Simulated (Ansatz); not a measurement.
# Alloy of Si and Sn (12 of 64 Si sites exchanged), 64 atoms

Wanted: the relaxed alloy cell and its gap (PBEsol, HSE06 and r²SCAN).

Method: density functional theory in Ansatz 0.2.0, PAW datasets, plane waves.

**1. Starting point**

64 atoms (52 Si, 12 Sn); a = 11.286 Å, b = 11.286 Å, c = 11.286 Å, α = 90.00°, β = 90.00°, γ = 90.00°. All atoms were shaken off their sites by about 0.02 Å along each axis.

Plan of the steps: (2) PBEsol cell relaxation at the single k point (½, ½, ½), on 7 threads of Arm Neoverse-V2; (3) HSE06 single point at the Γ point alone, on 7 threads of Arm Neoverse-V2; (4) r²SCAN single point at the Γ point alone, on 7 threads of Arm Neoverse-V2.

**2. PBEsol relaxation of the cell and the positions**

in.yaml

```yaml
crystal:
  lattice:
    - [11.286130, 0.000000, 0.000000]
    - [0.000000, 11.286130, 0.000000]
    - [0.000000, 0.000000, 11.286130]
  atoms:
    - { symbol: Si, position: [0.999253, 0.997885, 0.001219] }
    - { symbol: Si, position: [0.001694, 0.995460, 0.500100] }
    - { symbol: Si, position: [0.998910, 0.500482, 0.000949] }
    - { symbol: Si, position: [0.995138, 0.498545, 0.502457] }
    - { symbol: Si, position: [0.498828, 0.001536, 0.000587] }
    - { symbol: Si, position: [0.498818, 0.999452, 0.502495] }
    - { symbol: Si, position: [0.498626, 0.501187, 0.999796] }
    - { symbol: Si, position: [0.501921, 0.501103, 0.501644] }
    - { symbol: Si, position: [0.125656, 0.126364, 0.123695] }
    - { symbol: Si, position: [0.124774, 0.623511, 0.125074] }
    - { symbol: Si, position: [0.123741, 0.628126, 0.623990] }
    - { symbol: Si, position: [0.627573, 0.123586, 0.625556] }
    - { symbol: Si, position: [0.624617, 0.623461, 0.126891] }
    - { symbol: Si, position: [0.623682, 0.625488, 0.626116] }
    - { symbol: Si, position: [0.250803, 0.247470, 0.499672] }
    - { symbol: Si, position: [0.252731, 0.748859, 0.000792] }
    - { symbol: Si, position: [0.251686, 0.749703, 0.499612] }
    - { symbol: Si, position: [0.748832, 0.250497, 0.501055] }
    - { symbol: Si, position: [0.751114, 0.749374, 0.001956] }
    - { symbol: Si, position: [0.748781, 0.749173, 0.500630] }
    - { symbol: Si, position: [0.378668, 0.373265, 0.625204] }
    - { symbol: Si, position: [0.373468, 0.878487, 0.126256] }
    - { symbol: Si, position: [0.379291, 0.872424, 0.625821] }
    - { symbol: Si, position: [0.878897, 0.376085, 0.123511] }
    - { symbol: Si, position: [0.874522, 0.874066, 0.123425] }
    - { symbol: Si, position: [0.876441, 0.874626, 0.624554] }
    - { symbol: Si, position: [0.248781, 0.999818, 0.246921] }
    - { symbol: Si, position: [0.250979, 0.497024, 0.250453] }
    - { symbol: Si, position: [0.248882, 0.499926, 0.754639] }
    - { symbol: Si, position: [0.749727, 0.000955, 0.248301] }
    - { symbol: Si, position: [0.749774, 0.996852, 0.752873] }
    - { symbol: Si, position: [0.751931, 0.502897, 0.252015] }
    - { symbol: Si, position: [0.749276, 0.500486, 0.748001] }
    - { symbol: Si, position: [0.376985, 0.125716, 0.373958] }
    - { symbol: Si, position: [0.374673, 0.626207, 0.372828] }
    - { symbol: Si, position: [0.372193, 0.625433, 0.871228] }
    - { symbol: Si, position: [0.875396, 0.126592, 0.379138] }
    - { symbol: Si, position: [0.874317, 0.623395, 0.372091] }
    - { symbol: Si, position: [0.876607, 0.623028, 0.874550] }
    - { symbol: Si, position: [0.001630, 0.251399, 0.248375] }
    - { symbol: Si, position: [0.999457, 0.746112, 0.250152] }
    - { symbol: Si, position: [0.997811, 0.750230, 0.749888] }
    - { symbol: Si, position: [0.496693, 0.247921, 0.750612] }
    - { symbol: Si, position: [0.499453, 0.751780, 0.250535] }
    - { symbol: Si, position: [0.502407, 0.750684, 0.747453] }
    - { symbol: Si, position: [0.125209, 0.375573, 0.372360] }
    - { symbol: Si, position: [0.125471, 0.874268, 0.376800] }
    - { symbol: Si, position: [0.127739, 0.876823, 0.874811] }
    - { symbol: Si, position: [0.623658, 0.372789, 0.374172] }
    - { symbol: Si, position: [0.625087, 0.373570, 0.875779] }
    - { symbol: Si, position: [0.624271, 0.876461, 0.375700] }
    - { symbol: Si, position: [0.620929, 0.874669, 0.874150] }
    - { symbol: Sn, position: [0.124042, 0.125261, 0.627717] }
    - { symbol: Sn, position: [0.620928, 0.125696, 0.126138] }
    - { symbol: Sn, position: [0.247843, 0.250291, 0.999889] }
    - { symbol: Sn, position: [0.749884, 0.247822, 0.002685] }
    - { symbol: Sn, position: [0.374891, 0.375354, 0.124184] }
    - { symbol: Sn, position: [0.876426, 0.374712, 0.623084] }
    - { symbol: Sn, position: [0.251455, 0.999553, 0.748698] }
    - { symbol: Sn, position: [0.375947, 0.125111, 0.875741] }
    - { symbol: Sn, position: [0.875584, 0.125866, 0.875063] }
    - { symbol: Sn, position: [0.999511, 0.250186, 0.750299] }
    - { symbol: Sn, position: [0.499883, 0.251434, 0.250530] }
    - { symbol: Sn, position: [0.124719, 0.375015, 0.872592] }
kpoints:
  mp_grid: { grid: [1, 1, 1], shift: [0.5, 0.5, 0.5] }
hamiltonian:
  xc: pbesol
scf:
  occupations: { method: fermi_dirac, width: 0.01 }
relax:
  f_tol: 0.03
  max_steps: 80
  escape_saddle: false
  adjacent_minimum: "off"
  cell: { fix: [shape] }
output:
  forces: true
  eigenvalues: true
  populations: true
```

Run with:

```
$ ansatz run in.yaml --threads 7 --pin off --max-ram 13300MiB --runs-dir r --events-out ev --progress --plain
```

Further steps of the session: HSE06 single point; r²SCAN single point.

Q: Predict the outcome of this session. Wanted: for each run, top filled to lowest empty.

**Answer**, as computed:

```
             level                     time   k points  top filled to lowest empty (eV)
PBEsol, relaxation     39 s (7 CPU threads)  (½, ½, ½)                             0.55
             HSE06  4.7 min (7 CPU threads)          Γ                             0.51
            r²SCAN     34 s (7 CPU threads)          Γ                             0.12
```

| quantity | value |
| --- | --- |
| relaxation | 5 recorded steps, 9.77 eV gained |
| largest shift | 0.33 Å (Sn64) |
| relaxed cell | a = 11.274 Å, b = 11.274 Å, c = 11.274 Å, α = 90.00°, β = 90.00°, γ = 90.00° |
| mean bonds | Si–Si 2.391, Si–Sn 2.537, Sn–Sn 2.690 Å |

**Reading.** Relaxation gains 9.77 eV, with shifts up to 0.33 Å (Sn64), while the volume changes by -0.3 %. The mean lengths of the listed bonds run from Si–Si 2.39 Å to Sn–Sn 2.69 Å. At the same k points, r²SCAN gives a spacing 0.38 eV smaller than the 0.51 eV of HSE06. Rows on different k points differ by sampling as well as by level. The HSE06 single point took about 8.2 times as long as the r²SCAN one on the same kind of device. A spacing under 0.2 eV need not be a band gap: disorder can split levels that lie at the Fermi energy. No spin–orbit coupling is included; with elements this heavy it would shift the edges. With one k point the spacing samples only the states that fold onto it, so it can exceed the gap over the zone.
